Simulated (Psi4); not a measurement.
# A workflow on GaH2F (SMILES [H][Ga]([H])[F])

We compute a geometry optimisation (TPSS-D4/def2-TZVP), then vibrational wavenumbers, then the energy (MP2/cc-pVTZ) of GaH2F. 

The calculation is run with Psi4 1.11.

### Step 1. The system as given

The species is GaH2F (4 atoms), meant as a singlet with charge 0. SMILES: `[H][Ga]([H])[F]`. Geometry: a GFN2-xTB relaxation, a rough one for these elements and not checked as a minimum. The run starts from this shape.

Bond lengths: Ga1–F4 1.732 Å, Ga1–H2 1.543 Å, Ga1–H3 1.543 Å. Angles: H2–Ga1–F4 115.6°, H3–Ga1–F4 115.6°, H2–Ga1–H3 128.8°.

### Step 2. A geometry optimisation at TPSS-D4/def2-TZVP (density fitting) (run 1)

input.in

```
memory 1.6 GB

molecule m {
  0 1
  Ga     0.09681067     0.16111805     0.00149288
  H      2.99880639    -0.11330798     0.02621050
  H     -1.50699989     2.59569001    -0.03586700
  F     -1.58863606    -2.64350008     0.00814472
  units bohr
}

set globals {
  basis        def2-TZVP
  reference    rks
  geom_maxiter 60
}

E, wfn = opt("tpss-d4", return_wfn=True)
```

Launch:

```sh
$ psi4 input.in input.out -n 1
```

input.out:

```text
Psi4 1.11 release

gradient() will perform analytic gradient computation.

   => Loading Basis Set <=

    Name: DEF2-TZVP
    Role: ORBITAL
    Keyword: BASIS

   => TPSS-D4(BJ,EEQ)ATM: Empirical Dispersion <=

        a1 =       0.428223
        a2 =       4.542571
       alp =      16.000000
        s6 =       1.000000
        s8 =       1.765964
        s9 =       1.000000
        ga =       3.000000
        gc =       2.000000
        wf =       6.000000

         ---------------------------------------------------------
                                   SCF
                              RKS Reference
                        1 Threads,   1525 MiB Core
         ---------------------------------------------------------

  ==> Geometry <==

    Molecular point group: c1
    Full point group: C1

    Geometry (in Bohr), charge = 0, multiplicity = 1:

       Center              X                  Y                   Z               Mass
    ------------   -----------------  -----------------  -----------------  -----------------
         GA           0.341478546251     0.568228028839    -0.001263438110    68.925573500000
         H            3.243474266251     0.293801998839     0.023454181890     1.007825032230
         H           -1.262332013749     3.002799988839    -0.038623318110     1.007825032230
         F           -1.343968183749    -2.236390101161     0.005388401890    18.998403162730

  Running in c1 symmetry.

  Rotational constants: A =      4.32140  B =      0.36030  C =      0.33257 [cm^-1]
  Rotational constants: A = 129552.35490  B =  10801.50924  C =   9970.23757 [MHz]
  Nuclear repulsion =  110.158828920347531

  Charge       = 0
  Multiplicity = 1
  Electrons    = 42
  Nalpha       = 21
  Nbeta        = 21

  ==> Algorithm <==

  SCF Algorithm Type is DF.
  DIIS enabled.
  MOM disabled.
  Fractional occupation disabled.
  Guess Type is SAD.
  Energy threshold   = 1.00e-08
  Density threshold  = 1.00e-08
  Integral threshold = 1.00e-12

  ==> Primary Basis <==

  Basis Set: DEF2-TZVP
    Blend: DEF2-TZVP
    Number of shells: 35
    Number of basis functions: 91
    Number of Cartesian functions: 103
    Spherical Harmonics?: true
    Max angular momentum: 3

  ==> DFT Potential <==

   => LibXC <=

    Version 7.1.2

   => Composite Functional: TPSS-D4BJEEQATM <=

    TPSS Meta-GGA XC Functional

    Deriv               =              1
    GGA                 =           TRUE
    Meta                =           TRUE

    Exchange Hybrid     =          FALSE
    MP2 Hybrid          =          FALSE

   => Exchange Functionals <=

    1.0000   XC_MGGA_X_TPSS

   => Correlation Functionals <=

    1.0000   XC_MGGA_C_TPSS

   => LibXC Density Thresholds  <==

    XC_MGGA_C_TPSS:  1.00E-15
    XC_MGGA_X_TPSS:  1.00E-15

   => Molecular Quadrature <=

    Radial Scheme          =       TREUTLER
    Pruning Scheme         =           NONE
    Nuclear Scheme         =       TREUTLER

    Blocking Scheme        =         OCTREE
    BS radius alpha        =              1
    Pruning alpha          =              1
    Radial Points          =             75
    Spherical Points       =            302
    Total Points           =          87480
    Total Blocks           =            712
    Max Points             =            256
    Max Functions          =             90
    Weights Tolerance      =       1.00E-15

   => Loading Basis Set <=

    Name: (DEF2-TZVP AUX)
    Role: JKFIT
    Keyword: DF_BASIS_SCF

  ==> Integral Setup <==

  DFHelper Memory: AOs need 0.026 GiB; user supplied 0.658 GiB.
  SCF_SUBTYPE=INCORE selected. In-core MEM_DF algorithm will be used.
  Using in-core AOs.

  ==> MemDFJK: Density-Fitted J/K Matrices <==

    J tasked:                   Yes
    K tasked:                    No
    wK tasked:                   No
    Memory [MiB]:               673
    Algorithm:                 Core
    Schwarz Cutoff:           1E-12
    Mask sparsity (%):       0.4347
    Fitting Condition:        1E-10

   => Auxiliary Basis Set <=

  Basis Set: (DEF2-TZVP AUX)
    Blend: DEF2-UNIVERSAL-JKFIT
    Number of shells: 97
    Number of basis functions: 379
    Number of Cartesian functions: 504
    Spherical Harmonics?: true
    Max angular momentum: 5

  Cached 100.0% of DFT collocation blocks in 0.460 [GiB].

  Minimum eigenvalue in the overlap matrix is 7.4890068908E-03.
  Reciprocal condition number of the overlap matrix is 1.7031789901E-03.
    Using symmetric orthogonalization.

  ==> Pre-Iterations <==

  SCF Guess: Superposition of Atomic Densities via on-the-fly atomic UHF (no occupation information).

   -------------------------
    Irrep   Nso     Nmo
   -------------------------
     A         91      91
   -------------------------
    Total      91      91
   -------------------------

  ==> Iterations <==

                           Total Energy        Delta E     RMS |[F,P]|

[... 2 lines left out ...]
   @DF-RKS iter   2: -1975.50960311425729    4.83700e+01   1.17104e-01 ADIIS
[... 3 lines left out ...]
   @DF-RKS iter   6: -2025.97015224831512   -3.58501e-04   2.34489e-04 ADIIS/DIIS
[... 3 lines left out ...]
   @DF-RKS iter  10: -2025.97027899875184   -1.20485e-08   3.47157e-07 DIIS
[... 31 lines left out ...]
    Final Occupation by Irrep:
[... 11 lines left out ...]
    Two-Electron Energy =                 994.0059424951376741
[... 3 lines left out ...]
    Total Energy =                      -2025.9702789989430585
[... 89 lines left out ...]
    Weights Tolerance      =       1.00E-15
[... 54 lines left out ...]
	  Convergence Criteria     1.00e-06 *    3.00e-04 *             o    1.20e-03 *             o~
[... 137 lines left out ...]
   @DF-RKS iter   1: -2025.97107393625879   -1.00086e-02   1.58688e-04 ADIIS/DIIS
[... 3 lines left out ...]
   @DF-RKS iter   5: -2025.97116397517470   -1.91167e-07   3.68896e-06 DIIS
[... 3 lines left out ...]
  Energy and wave function converged.
[... 17 lines left out ...]
    One-Electron Energy =               -3040.1720904165258617
[... 3 lines left out ...]
    VV10 Nonlocal Energy =                  0.0000000000000000
[... 17 lines left out ...]
 Dipole Z            :         -0.0322320            0.0164539           -0.0157781
[... 94 lines left out ...]
	   Step    Total Energy     Delta E     Max Force     RMS Force      Max Disp      RMS Disp
[... 107 lines left out ...]
   @DF-RKS iter   0: -2025.96388692473579   -2.02596e+03   1.32330e-03
[... 3 lines left out ...]
   @DF-RKS iter   4: -2025.97003707422959   -2.34245e-06   1.45492e-05 DIIS
[... 3 lines left out ...]
   @DF-RKS iter   8: -2025.97003741762023   -7.50333e-12   6.82155e-09 DIIS
[... 17 lines left out ...]
    Nuclear Repulsion Energy =            107.7385514215163056
[... 3 lines left out ...]
    Empirical Dispersion Energy =          -0.0018999284526192
[... 17 lines left out ...]
 Dipole Y            :         -0.0235440            0.7311599            0.7076159
[... 90 lines left out ...]
	Measures of convergence in internal coordinates in au.
[... 110 lines left out ...]
                           Total Energy        Delta E     RMS |[F,P]|
[... 4 lines left out ...]
   @DF-RKS iter   3: -2025.97113595038650   -3.58604e-05   1.57306e-05 DIIS
[... 3 lines left out ...]
   @DF-RKS iter   7: -2025.97113651558993   -3.18323e-11   2.17110e-08 DIIS
[... 14 lines left out ...]
  @DF-RKS Final Energy: -2025.97113651559152
[... 6 lines left out ...]
    DFT Exchange-Correlation Energy =     -86.2549903034369976
[... 17 lines left out ...]
 Dipole X            :         -0.0022090            0.4324093            0.4302003
[... 89 lines left out ...]
	                                 ==> Convergence Check <==
[... 75 lines left out ...]
    Weights Tolerance      =       1.00E-15
[... 23 lines left out ...]
   @DF-RKS iter   2: -2025.97128078070159   -4.27157e-07   1.31928e-05 DIIS
[... 3 lines left out ...]
   @DF-RKS iter   6: -2025.97128123605262   -1.65301e-10   5.14665e-08 DIIS
[... 14 lines left out ...]
  @DF-RKS Final Energy: -2025.97128123605899
[... 6 lines left out ...]
    DFT Exchange-Correlation Energy =     -86.2560346105913709
[... 17 lines left out ...]
 Dipole X            :         -0.0009657            0.4301464            0.4291806
[... 89 lines left out ...]
	                                 ==> Convergence Check <==
[... 75 lines left out ...]
    Weights Tolerance      =       1.00E-15
[... 23 lines left out ...]
   @DF-RKS iter   2: -2025.97128583579729    2.10029e-07   1.00364e-05 DIIS
[... 3 lines left out ...]
   @DF-RKS iter   6: -2025.97128610838081   -1.13687e-11   5.85890e-09 DIIS
[... 17 lines left out ...]
    Nuclear Repulsion Energy =            107.9745224800567627
[... 3 lines left out ...]
    Empirical Dispersion Energy =          -0.0019011190260319
[... 17 lines left out ...]
 Dipole Y            :          0.0109927            0.7062503            0.7172430
[... 90 lines left out ...]
	Measures of convergence in internal coordinates in au.
[... 93 lines left out ...]
                           Total Energy        Delta E     RMS |[F,P]|
[... 4 lines left out ...]
   @DF-RKS iter   3: -2025.97128637998617   -1.69211e-09   4.33443e-07 DIIS
[... 3 lines left out ...]
  Energy and wave function converged.
[... 19 lines left out ...]
    Virtual:

      22A     -0.082296    23A     -0.021380    24A      0.010626
      25A      0.106871    26A      0.130988    27A      0.147673
      28A      0.168073    29A      0.201837    30A      0.204067
[... 19 lines of this table left out ...]
      88A      8.465670    89A      8.521322    90A      8.759137
      91A     56.685310

    Final Occupation by Irrep:
              A
    DOCC [    21 ]
    NA   [    21 ]
    NB   [    21 ]

  @DF-RKS Final Energy: -2025.97128638040135

   => Energetics <=

    Nuclear Repulsion Energy =            107.9887714239336418
    One-Electron Energy =               -3039.5217598321642072
    Two-Electron Energy =                 991.8199559764980222
    DFT Exchange-Correlation Energy =     -86.2563527910631080
    Empirical Dispersion Energy =          -0.0019011576055233
    VV10 Nonlocal Energy =                  0.0000000000000000
    Total Energy =                      -2025.9712863804013523

Computation Completed

Properties will be evaluated at   0.000000,   0.000000,   0.000000 [a0]

Properties computed using the SCF density matrix

 Multipole Moments:

 ------------------------------------------------------------------------------------
     Multipole            Electronic (a.u.)      Nuclear  (a.u.)        Total (a.u.)
 ------------------------------------------------------------------------------------

 L = 1.  Multiply by 2.5417464519 to convert [e a0] to [Debye]
 Dipole X            :          0.0080664            0.4233315            0.4313979
 Dipole Y            :          0.0133969            0.7042633            0.7176602
 Dipole Z            :         -0.0000676           -0.0018425           -0.0019101
 Magnitude           :                                                    0.8373434

 ------------------------------------------------------------------------------------

	total time  =          3 seconds =       0.05 minutes

         ------------------------------------------------------------
                                   SCF GRAD
         ------------------------------------------------------------

  ==> Geometry <==

    Molecular point group: c1
    Full point group: C1

    Geometry (in Bohr), charge = 0, multiplicity = 1:

       Center              X                  Y                   Z               Mass
    ------------   -----------------  -----------------  -----------------  -----------------
         GA           0.350874784243     0.583711613855    -0.001546231463    68.925573500000
         H            3.266400841381     0.209758073518     0.027575313190     1.007825032230
         H           -1.347283381619     2.982891257799    -0.035988424171     1.007825032230
         F           -1.374767138200    -2.287049563409     0.006055973925    18.998403162730

  Nuclear repulsion =  107.988771423933642

   => Molecular Quadrature <=

    Radial Scheme          =       TREUTLER
    Pruning Scheme         =           NONE
    Nuclear Scheme         =       TREUTLER

    Blocking Scheme        =         OCTREE
    BS radius alpha        =              1
    Pruning alpha          =              1
    Radial Points          =             75
    Spherical Points       =            302
    Total Points           =          87486
    Total Blocks           =            719
    Max Points             =            256
    Max Functions          =             90
    Weights Tolerance      =       1.00E-15

  -Total Gradient:
     Atom            X                  Y                   Z
    ------   -----------------  -----------------  -----------------
       1        0.000008153014     0.000012692514    -0.000000829071
       2        0.000003129100     0.000007696785     0.000000263660
       3        0.000005043400     0.000006371326     0.000000291439
       4       -0.000000306084    -0.000000111358     0.000000207987

	total time  =          1 seconds =       0.02 minutes

    			-----------------------------------------

    			 OPTKING 3.0: for geometry optimizations

    			        with contributions from

    			-----------------------------------------

	                            ===> Fragment 1 <==

	 Z (Atomic Numbers)          Masses                          Geom
	      31.000000            68.925573          0.35087478  0.58371161 -0.00154623
	       1.000000             1.007825          3.26640084  0.20975807  0.02757531
	       1.000000             1.007825         -1.34728338  2.98289126 -0.03598842
	       9.000000            18.998403         -1.37476714 -2.28704956  0.00605597

	 - Coordinate -           - BOHR/RAD -       - ANG/DEG -
	 R(1,2)           =         2.939555           1.555545
	 R(1,3)           =         2.939556           1.555546
	 R(1,4)           =         3.349503           1.772480
[... 5 lines of this table left out ...]
	 O(4,1,2,3)       =         0.000018           0.001033

	        --- Internal Coordinate Step in ANG or DEG, aJ/ANG or AJ/DEG ---
	-------------------------------------------------------------------------------
	           Coordinate      Previous         Force          Change          New
	           ----------      --------        ------          ------        ------
	               R(1,2)       1.55555        0.00001        0.00000       1.55555
	               R(1,3)       1.55555        0.00001        0.00000       1.55555
	               R(1,4)       1.77248       -0.00007       -0.00002       1.77246
[... 5 lines of this table left out ...]
	           O(4,1,2,3)       0.00103       -0.00000       -0.00099       0.00004
	-------------------------------------------------------------------------------

	                                 ==> Convergence Check <==

	Measures of convergence in internal coordinates in au.

	Criteria marked as inactive (o), active & met (*), and active & unmet ( ).

	----------------------------------------------------------------------------------------------
	   Step    Total Energy     Delta E     Max Force     RMS Force      Max Disp      RMS Disp
	----------------------------------------------------------------------------------------------
	  Convergence Criteria     1.00e-06 *    3.00e-04 *             o    1.20e-03 *             o
	----------------------------------------------------------------------------------------------
	     7   -2025.97128638   -2.72e-07 *    8.03e-06 *    2.79e-06 o    3.06e-05 *    1.61e-05 o  ~
	----------------------------------------------------------------------------------------------

Next Geometry in Ang
	Fragment 1 (Ang)

	   Ga   0.1856753219   0.3088895828  -0.0008122986
	    H   1.7285068267   0.1109844499   0.0145901637
	    H  -0.7129649059   1.5784748510  -0.0190465459
	    F  -0.7274845183  -1.2102392409   0.0032031072

    Final optimized geometry and variables:
    Molecular point group: c1
    Full point group: C1

    Geometry (in Bohr), charge = 0, multiplicity = 1:

    GA           0.350874784243     0.583711613855    -0.001546231463
    H            3.266400841381     0.209758073518     0.027575313190
    H           -1.347283381619     2.982891257799    -0.035988424171
    F           -1.374767138200    -2.287049563409     0.006055973925

    Psi4 run time: 0:00:32.65

[set-up sections that repeat, and orbital energies of the middle runs, are left out above]
```

The script printed:

```text
Optimizer: Optimization complete!
```

Run time: 34 s. Hardware: 1 thread of Intel Xeon 6975P-C (Granite Rapids), shared host; peak memory 0.76 GiB.

Step by step:

```csv
step,energy from the first frame kept (eV),largest force (eV/Å)
0,0.0000,1.0304
1,-0.0241,0.2938
2,0.0066,0.5790
3,-0.0233,0.2027
4,-0.0273,0.0344
5,-0.0274,0.0093
6,-0.0274,0.0008
```

After the run. Bond lengths: Ga1–F4 1.772 Å, Ga1–H2 1.556 Å, Ga1–H3 1.556 Å. Angles: H2–Ga1–F4 113.7°, H3–Ga1–F4 113.7°, H2–Ga1–H3 132.6°.

(Part 1 of 2 ends here.)
